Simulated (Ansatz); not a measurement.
# CuS, space group F-43m: a frozen displacement of one atom

Computed with the Ansatz DFT code, driven from Python.

Interactive session:
```pycon
>>> import warnings
>>> import ansatz
>>> import numpy as np
>>> from pymatgen.core import Lattice, Structure
>>> from pymatgen.io.ase import AseAtomsAdaptor
>>> warnings.simplefilter('ignore', ansatz.DeckWarning)
>>> pmg_structure = Structure(
...     Lattice([(0.0, 2.58003, 2.58003), (2.58003, 0.0, 2.58003), (2.58003, 2.58003, 0.0)]),
...     ['Cu', 'S'],
...     [
...         (0.25, 0.25, 0.25),
...         (0.0, 0.0, 0.0),
...     ],
... )
>>> cell = ansatz.Crystal.from_ase(AseAtomsAdaptor.get_atoms(pmg_structure))
>>> cell.resolved().sites[-1]
Site(symbol='S', position=(0.0, 0.0, 0.0), moment=None, axis=None, held=None, saved=None)
>>> inverse = np.linalg.inv(np.array(cell.lattice.vectors))
>>> home = np.array(cell.sites[0].position)
>>> values = np.linspace(-0.1, 0.1, 5)
>>> energies, pulls = [], []
>>> for shift in values:
...     moved = cell.move(0, to=home + shift * inverse[1])
...     calc = (
...         moved.calculation()
...         .occupations('fermi_dirac')
...         .kpoints(10, center='gamma')
...         .pseudopotentials('nc')
...         .initial_density(normalization='atom')
...         .scf(extra_bands=16, lower_state_search='light')
...         .functional(ansatz.Functional.PBESOL, dispersion='d3bj')
...         .accuracy('medium')
...         .forces()
...     )
...     rep = calc.run(threads=1).report
...     energies.append(rep['free_energy_ev'])
...     pulls.append(rep['forces_ev_ang'][0][1])
...
>>> # the force is minus the slope of the free energy
>>> print('shift (A)   dE (eV)   force along y (eV/A)')
shift (A)   dE (eV)   force along y (eV/A)
>>> for shift, e, f in zip(values, energies, pulls):
...     print(f'{shift:8.3f} {e - energies[2]:10.5f} {f:12.4f}')
...
  -0.100    0.03072       0.6183
  -0.050    0.00764       0.3062
   0.000    0.00000       0.0000
   0.050    0.00764      -0.3062
   0.100    0.03072      -0.6183
>>> print(f'stiffness from energies {2 * np.polyfit(values, energies, 2)[0]:.3f}, from forces {-np.polyfit(values, pulls, 1)[0]:.3f} eV/A^2')
stiffness from energies 6.149, from forces 6.171 eV/A^2
```

The curvature of the energy gives 6.149 eV/Å² and the slope of the force 6.171 eV/Å², a positive curvature.

These settings explore the input space; cutoff and mesh may be short of convergence. Spin is left out of this run. Dispersion corrections can be off by several per cent in the lattices of metals, and by several GPa in the pressure at a fixed cell. For a metal this k-point mesh is coarse: on a finer one energies can move by several to tens of meV an atom and pressures by half a GPa or more, differences at one mesh by less. In a metal a curvature from energy changes of a few meV or less hangs on mesh and smearing, in size and even in sign. The structure comes from a database of computed cells and needn't be a stable or known phase. All periodic images of the atom move with it, so the curvature is one diagonal element of the zone-centre force constants and no normal mode; a positive value doesn't exclude soft modes in which several atoms move. It ran for 3.1 min on 1 thread of Arm Neoverse V2, on a shared host, peak memory 0.86 GiB.
